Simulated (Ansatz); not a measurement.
# ClF2HOTi: the cost of one run

Method: RHF/def2-SVP, in Ansatz 0.2.0.

**1. The system as given**

Bond lengths: Ti1–O2 1.920 Å, O2–H3 1.010 Å, Ti1–F4 1.830 Å, Ti1–F5 1.829 Å, Ti1–Cl6 2.368 Å. Angles: Ti1–O2–H3 109.5°, O2–Ti1–F4 109.4°, O2–Ti1–F5 109.5°, O2–Ti1–Cl6 109.5°, F4–Ti1–F5 109.5°, F4–Ti1–Cl6 109.5°, F5–Ti1–Cl6 109.5°.

As a file:

```xyz
6

Ti    0.0000    0.0000    0.0000
O     0.0000    0.0000    1.9200
H    -0.9095   -0.2814    2.2571
F     1.7257    0.0000   -0.6094
F    -0.8619    1.4933   -0.6094
Cl   -1.1163   -1.9339   -0.7892
```

**2. Preparing the start**

File input.yaml:

```yaml
crystal:
  periodic: [false, false, false]
  atoms:
    - { symbol: Ti, position_ang: [0.0, 0.0, 0.0] }
    - { symbol: O, position_ang: [0.0, 0.0, 1.92] }
    - { symbol: H, position_ang: [-0.9095, -0.2814, 2.2571] }
    - { symbol: F, position_ang: [1.7257, 0.0, -0.6094] }
    - { symbol: F, position_ang: [-0.8619, 1.4933, -0.6094] }
    - { symbol: Cl, position_ang: [-1.1163, -1.9339, -0.7892] }
basis:
  gaussian: { orbitals: def2-SVP }
hamiltonian:
  xc: hf
relax:
  f_tol: 0.02
  max_steps: 40
output:
  orbitals: {}
```

Started as:

```console
ansatz run input.yaml --threads 1 --pin off --max-ram 2048MiB --backend cpu --events-out ev --progress --plain --runs-dir out
```

What time and memory should one allow on 1 thread of Arm Neoverse V1, shared host?

About 36 s, with a peak of 0.2 GiB.
